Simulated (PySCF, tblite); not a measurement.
# C7H7S radical: geometry, infrared bands and EPR parameters

Wanted: the infrared bands and EPR parameters of C7H7S radical (`C#CC1=[C]SC[C@@H]1C`), by calculation.

The runs use tblite 0.8.0 and PySCF 2.14.0, with density-fitted response routines of our own; the level of theory stands in each step. All values are computed, except where a source is named. Atoms are numbered from 0 throughout.

**1. The starting structure**

15 atoms, charge 0, multiplicity 2; geometry from: force field or distance geometry start.

Bonds of the start (Å): C0–C1 1.21, C1–C2 1.40, C2–C3 1.29, C3–S4 1.67, S4–C5 1.87, C5–C6 1.57, C6–C7 1.53, C6–C2 1.52, C0–H8 1.06, C5–H9 1.09, C5–H10 1.09, C6–H11 1.09, C7–H12 1.11, C7–H13 1.10, C7–H14 1.09.

**2. Relaxing the molecule with GFN2-xTB**

The job: settings as JSON, then the geometry in Å.

```
{"job": {"kind": "relax", "xc": "GFN2-xTB", "basis": "xTB"}, "charge": 0, "multiplicity": 2}
C      3.280900     0.049900     0.361100
C      2.084500     0.245400     0.433200
C      0.704900     0.453100     0.537300
C      0.199200     1.334000     1.340200
S     -1.370200     1.898000     1.268500
C     -1.549800     0.960400    -0.341300
C     -0.334900    -0.023600    -0.467000
C     -0.755000    -1.459500    -0.164300
H      4.327800    -0.114100     0.296700
H     -2.517700     0.452200    -0.365200
H     -1.513300     1.693100    -1.153300
H      0.055700     0.017600    -1.483800
H     -1.187300    -1.563700     0.848200
H     -1.516800    -1.794800    -0.887800
H      0.087500    -2.139900    -0.244600
```

Launch:

```bash
$ OMP_NUM_THREADS=1 python probes_run.py task.json out
```

This one command runs all jobs of the session in turn.

**Question.** This job is followed by: GFN2-xTB harmonic vibrations, gas phase; UKS B3LYP, pcH-1 on C H S, non-relativistic, mean-field spin-orbit, GIAO. What will the session give for the following? strongest single infrared mode (GFN2-xTB); zero-point energy (GFN2-xTB); g(iso) (B3LYP); ⟨S²⟩; largest a(iso) (averaged by class); potential on the surface of density 0.002 e/bohr³, 1st and 99th percentile.

**Answer**, as computed:

| quantity | value |
| --- | --- |
| strongest single infrared mode (GFN2-xTB) | 1489 cm⁻¹, 44 km/mol |
| zero-point energy (GFN2-xTB) | 69.9 kcal/mol |
| g(iso) (B3LYP) | 2.00344 |
| ⟨S²⟩ | 0.755 (exact 0.75) |
| largest a(iso) (averaged by class) | 13C on C3, 447.2 MHz |
| potential on the surface of density 0.002 e/bohr³, 1st and 99th percentile | -0.88 V and 1.30 V |

In words: Over 67 steps the energy fell by 0.265 eV; of the close pairs, C2–C3 changed most, 1.295 to 1.339 Å. All 39 modes are real, so the xTB geometry is a minimum. Unscaled tight-binding wavenumbers are off by several per cent, some by more. Its intensities can rank the bands wrongly. C3 carries the largest spin population, 0.81 e. The isotropic g lies 1.1 ppt above the free-electron value. These values are for one conformer; the search (at its own cheap level) found 1 more, at 0.52 kcal/mol, and measured spectra average over such forms.
